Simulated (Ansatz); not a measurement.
# Bi2Te2Se (R-3m): equation of state with a fit in Python

Where is the equilibrium volume of Bi2Te2Se (R-3m), and how stiff is it? A script is to give an equation of state with a fit; the system is Bi2Te2Se (R-3m).

All numbers are computed with Ansatz 0.2.0 through its Python package. Level of theory: DFT r2SCAN, plane waves, PAW.

## 1. The structure

Symmetry: R-3m, No. 166, trigonal system. Conventional cell: a = 4.322 Å, b = 4.322 Å, c = 31.757 Å, α = 90.00°, β = 90.00°, γ = 120.00°. Bi (site symmetry 3m) is surrounded by 3 Te at 3.05 Å and 3 Se at 3.11 Å. Te (site symmetry 3m) has 3 Bi at 3.05 Å as nearest neighbours. Around Se (site symmetry -3m) lie 6 Bi at 3.11 Å.

The script holds or builds the structure itself.

## 2. The script

Input file bi2te2se_eos.py:

```python
"""Bulk modulus of Bi2Te2Se from an E(V) curve."""

import ansatz
import numpy as np
from scipy.optimize import curve_fit

VECTORS = np.array([
    [2.160969, 1.247636, 10.585571],
    [-2.160969, 1.247636, 10.585571],
    [0.0, -2.495272, 10.585571],
])
SITES = [
    ("Bi", (0.608279, 0.608279, 0.608279)),
    ("Bi", (0.391721, 0.391721, 0.391721)),
    ("Te", (0.219595, 0.219595, 0.219595)),
    ("Te", (0.780405, 0.780405, 0.780405)),
    ("Se", (0.0, 0.0, 0.0)),
]


def crystal_on(cell):
    crystal = ansatz.Crystal(lattice=ansatz.Lattice.of(cell))
    for symbol, position in SITES:
        crystal = crystal.atom(symbol, position)
    return crystal

def vinet(v, e0, v0, b0, b1):
    eta = (v / v0) ** (1 / 3)
    return e0 + 2 * b0 * v0 / (b1 - 1) ** 2 * (2 - (5 + 3 * b1 * (eta - 1) - 3 * eta) * np.exp(-1.5 * (b1 - 1) * (eta - 1)))


def main() -> None:
    # scale the volume, keep shape and fractions
    volumes, energies, pressures = [], [], []
    for scale in np.linspace(0.94, 1.06, 7):
        cell = VECTORS * scale ** (1 / 3)
        setup = (
            crystal_on(cell).calculation()
            .functional("r2SCAN")
            .pseudopotentials("paw")
            .occupations("fixed")
            .basis(600)
            .kpoints(6, 6, 6)
            .stress()
        )
        report = setup.run(threads=1, pin="off").report
        volumes.append(abs(np.linalg.det(cell)) / len(SITES))
        energies.append(report["free_energy_ev"] / len(SITES))
        pressures.append(np.trace(report["stress_gpa"]) / 3)
        print(f"V = {volumes[-1]:8.4f} A^3/atom  F = {energies[-1]:.5f} eV/atom  P = {pressures[-1]:8.3f} GPa")

    guess = (min(energies), volumes[int(np.argmin(energies))], 0.5, 4.5)
    (e0, v0, b0, b1), _ = curve_fit(vinet, np.array(volumes), np.array(energies), p0=guess, maxfev=20000)
    print(f"Vinet fit: V0 = {v0:.4f} A^3/atom, B0 = {160.21766 * b0:.1f} GPa, B1 = {b1:.2f}")
    print("largest residual", round(1000 * float(np.abs(vinet(np.array(volumes), e0, v0, b0, b1) - energies).max()), 3), "meV/atom")


if __name__ == "__main__":
    main()
```

## 3. The run

On the command line:

```
> python bi2te2se_eos.py
```

**Question.** Estimate the equilibrium volume and the bulk modulus.

**Answer**, as computed:

| quantity | value |
| --- | --- |
| runs compared | 7 |
| range of energy | 22.47 meV/atom |
| lowest point, volume (Å³/atom) | 34.248 |
| equilibrium volume (fit) | 34.26 Å³/atom |
| bulk modulus (fit) | 51 GPa |

What this shows: A third-order Birch-Murnaghan fit through the 7 points (the script's own form differs a little) has its minimum at 34.26 Å³ an atom, 0.0 % above the typed cell, with a bulk modulus of 51 GPa and dB/dP = 4.5. From that minimum the energy rises by 22.5 meV an atom on the compressed side and 17.5 meV on the expanded side. Shape and fractional positions are held along the curve, so the bulk modulus is an upper value where they are free to relax. For a gap this small the mesh is coarse, and bands can meet between its points. Pressure is positive in compression. Spin-orbit coupling, which matters for elements this heavy, is left out. The structure comes from a database of computed cells and needn't be a stable or known phase.
